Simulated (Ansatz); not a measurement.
**CH7AsBNSi: up Jacob's ladder to CCSD(T)**

An exercise on one series of results from a longer session: the logs are not shown, and one member is left open.

Program: Ansatz 0.2.0, Gaussian basis. Level of theory: functionals in def2-TZVPP, the program's frozen cores in correlated methods. These are calculated values, not measurements.

Plan: PBE-D4, r2SCAN-D4, PBE0-D4, B3LYP-D4, ωB97X-V, ωB97M-V, B2PLYP; CCSD(T)/def2-TZVPP; MP2/def2-QZVPP; extrapolation to the limit.

## The relaxed structure

The geometry comes from an earlier relaxation with PBE0-D4 in a triple-zeta def2 set; it is a stationary point, not always the lowest conformer.

12 atoms, charge 0, spin multiplicity 1.

Atoms are counted from 1 here; the program's logs count them from 0.

Bond lengths: N1–C2 1.316 Å, N1–H6 1.010 Å, N1–H7 1.007 Å, C2–B4 1.512 Å, C2–Si5 1.816 Å, As3–B4 2.096 Å, As3–H8 1.523 Å, As3–H9 1.528 Å, B4–Si5 2.104 Å, B4–H10 1.198 Å, Si5–H11 1.492 Å, Si5–H12 1.477 Å. Angles: C2–N1–H6 120.9°, C2–N1–H7 122.1°, H6–N1–H7 117.0°, N1–C2–B4 133.5°, N1–C2–Si5 135.0°, B4–C2–Si5 77.8°, B4–As3–H8 94.4°, B4–As3–H9 92.0°, H8–As3–H9 91.9°, C2–B4–As3 114.1°, C2–B4–Si5 57.6°, C2–B4–H10 123.4°, As3–B4–Si5 94.1°, As3–B4–H10 117.3°, Si5–B4–H10 136.2°, C2–Si5–B4 44.6°, C2–Si5–H11 114.0°, C2–Si5–H12 121.3° and more.

Geometry (Å):

```
N    -1.8974    0.8099    0.5743
C    -0.6521    0.5003    0.2838
As    1.8491   -1.1854    0.6980
B     0.0161   -0.7571   -0.2243
Si    0.6056    1.1643   -0.8456
H    -2.5796    0.0901    0.7647
H    -2.2233    1.7628    0.5872
H     2.3095   -2.1409   -0.3945
H     1.2354   -2.3256    1.5090
H    -0.5854   -1.6748   -0.7049
H     0.0668    2.1148   -1.8612
H     1.9323    1.5863   -0.3525
```

Set-up of the first run:

Contents of in.yaml:

```yaml
crystal:
  periodic: [false, false, false]
  atoms:
    - {symbol: N, position_ang: [-1.897397, 0.809946, 0.574282]}
    - {symbol: C, position_ang: [-0.652107, 0.500277, 0.283849]}
    - {symbol: As, position_ang: [1.849117, -1.185399, 0.698021]}
    - {symbol: B, position_ang: [0.016091, -0.757096, -0.224290]}
    - {symbol: Si, position_ang: [0.605555, 1.164280, -0.845580]}
    - {symbol: H, position_ang: [-2.579643, 0.090107, 0.764715]}
    - {symbol: H, position_ang: [-2.223317, 1.762825, 0.587221]}
    - {symbol: H, position_ang: [2.309546, -2.140896, -0.394492]}
    - {symbol: H, position_ang: [1.235441, -2.325571, 1.509011]}
    - {symbol: H, position_ang: [-0.585446, -1.674840, -0.704950]}
    - {symbol: H, position_ang: [0.066842, 2.114831, -1.861206]}
    - {symbol: H, position_ang: [1.932320, 1.586337, -0.352481]}
basis:
  gaussian: {orbitals: def2-TZVPP}
hamiltonian: {xc: pbe, dispersion: d4}
output: {forces: true, orbitals: {seedname: orbitals}}
```

Launch:

```sh
$ ansatz run in.yaml --threads 4 --pin off --events-out ev --progress --plain --max-ram 10444MiB
```

Among the steps run: PBE-D4 (GGA); r2SCAN-D4 (meta-GGA); PBE0-D4 (hybrid); B3LYP-D4 (hybrid); ωB97X-V (range-separated); ωB97M-V (range-separated); B2PLYP (double hybrid); CCSD(T) in def2-TZVPP; MP2 in def2-QZVPP.

One table of the session follows, with a row left open; its other results are not shown here.

```
            method  atomisation energy (kJ/mol)
            PBE-D4                       3989.5
         r2SCAN-D4                       3909.3
           PBE0-D4                       3905.0
          B3LYP-D4                       3907.1
           ωB97X-V                       3907.3
           ωB97M-V                       3892.1
            B2PLYP                            ?
     HF/def2-TZVPP                       2654.0
    MP2/def2-TZVPP                       3777.5
   CCSD/def2-TZVPP                       3673.2
CCSD(T)/def2-TZVPP                       3748.6
           MP2/CBS                       3887.6
       CCSD(T)/CBS                       3858.7
```

**Question.** Estimate the row for B2PLYP.

**Answer.** atomisation energy (kJ/mol): 3832.4. In the column «atomisation energy (kJ/mol)» it lies between MP2/def2-TZVPP (3777.5) and CCSD(T)/CBS (3858.7).

To keep in mind: Free atoms (1 N, 1 C, 1 As, 1 B, 1 Si, 7 H) were run apart at each level; the atomisation energy is their sum less the molecule, without zero-point or spin-orbit terms.
